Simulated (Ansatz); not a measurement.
# ClH2InS2: a ladder of functionals and wavefunction methods

The task here is to estimate one member of a computed series from the others.

Method: functionals in def2-TZVPP, the program's frozen cores in correlated methods; program: Ansatz 0.2.0, Gaussian basis.

The runs, in order: LDA (SPW92), PBE-D4, revPBE-D4, BLYP-D4, r2SCAN-D4, B97M-V, PBE0-D4, B3LYP-D4, r2SCANh-D4, r2SCAN0-D4, HSE06-D4, BHLYP-D4, CAM-B3LYP-D4, LC-ωPBE, ωB97X-V, ωB97M-V, B2PLYP, PBE-QIDH; CCSD(T)/def2-SVP; CCSD(T)/def2-TZVPP; CCSD(T)/def2-QZVPP; extrapolation to the limit; RPA on PBE.

**The geometry**

An earlier PBE0-D4 in a triple-zeta def2 set relaxation fixed the geometry. In takes the def2 core potential; no spin-orbit term is included.

SMILES `[SH][In]([SH])[Cl]`, 6 atoms, charge 0, spin multiplicity 1.

Atoms are counted from 1 here; the program's logs count them from 0.

Bond lengths: S1–In2 2.362 Å, S1–H5 1.345 Å, In2–S3 2.365 Å, In2–Cl4 2.321 Å, S3–H6 1.344 Å. Angles: In2–S1–H5 92.8°, S1–In2–S3 125.8°, S1–In2–Cl4 117.2°, S3–In2–Cl4 117.1°, In2–S3–H6 92.1°.

Coordinates:

| atom | x (Å) | y (Å) | z (Å) |
| --- | --- | --- | --- |
| S1 | -1.60838 | 1.45901 | -1.06804 |
| In2 | -0.21390 | -0.24933 | -0.22139 |
| S3 | 1.56847 | 0.05068 | 1.30451 |
| Cl4 | -0.62833 | -2.41339 | -0.94930 |
| H5 | -0.97163 | 2.41618 | -0.37065 |
| H6 | 1.85376 | -1.26316 | 1.30488 |

The first run:

in.yaml reads:

```yaml
crystal:
  periodic: [false, false, false]
  atoms:
    - {symbol: S, position_ang: [-1.608375, 1.459012, -1.068045]}
    - {symbol: In, position_ang: [-0.213895, -0.249328, -0.221393]}
    - {symbol: S, position_ang: [1.568474, 0.050681, 1.304512]}
    - {symbol: Cl, position_ang: [-0.628332, -2.413391, -0.949300]}
    - {symbol: H, position_ang: [-0.971630, 2.416183, -0.370650]}
    - {symbol: H, position_ang: [1.853758, -1.263158, 1.304877]}
basis:
  gaussian: {orbitals: def2-TZVPP}
hamiltonian: {xc: lda}
output: {orbitals: {seedname: orbitals}}
```

Run with:

```
ansatz run in.yaml --threads 2 --pin off --events-out ev --progress --plain --max-ram 32768MiB --backend cpu
```

Steps of the session up to this table: LDA; PBE-D4 (GGA); revPBE-D4 (GGA); BLYP-D4 (GGA); r2SCAN-D4 (meta-GGA); B97M-V (meta-GGA); B3LYP-D4 (hybrid); r2SCANh-D4 (hybrid); r2SCAN0-D4 (hybrid); HSE06-D4 (hybrid); BHLYP-D4 (hybrid); CAM-B3LYP-D4 (range-separated); LC-ωPBE (range-separated); ωB97X-V (range-separated); ωB97M-V (range-separated); B2PLYP (double hybrid); PBE-QIDH (double hybrid).

One of the session's tables, all rows but one given; the rest of the session is left out.

It belongs to the step «Orbital energies across the functionals». 

| functional | HOMO (eV) | LUMO (eV) | gap (eV) |
| --- | --- | --- | --- |
| LDA (SPW92) | ? | ? | ? |
| PBE-D4 | -6.64 | -2.92 | 3.72 |
| revPBE-D4 | -6.59 | -2.81 | 3.78 |
| BLYP-D4 | -6.46 | -2.86 | 3.61 |
| r2SCAN-D4 | -6.95 | -2.73 | 4.21 |
| B97M-V | -6.99 | -2.71 | 4.28 |
| PBE0-D4 | -7.87 | -2.08 | 5.79 |
| B3LYP-D4 | -7.60 | -2.36 | 5.24 |
| r2SCANh-D4 | -7.39 | -2.43 | 4.97 |
| r2SCAN0-D4 | -8.06 | -1.97 | 6.10 |
| HSE06-D4 | -7.47 | -2.44 | 5.03 |
| BHLYP-D4 | -8.92 | -1.19 | 7.73 |
| CAM-B3LYP-D4 | -9.17 | -1.13 | 8.04 |
| LC-ωPBE | -10.60 | 0.09 | 10.70 |
| ωB97X-V | -10.21 | -0.05 | 10.17 |
| ωB97M-V | -10.03 | -0.18 | 9.85 |

Estimate the missing values for LDA (SPW92).

As computed: HOMO (eV): -6.79; LUMO (eV): -3.22; gap (eV): 3.57. In the column «HOMO (eV)» it lies between r2SCAN-D4 (-6.95) and PBE-D4 (-6.64).
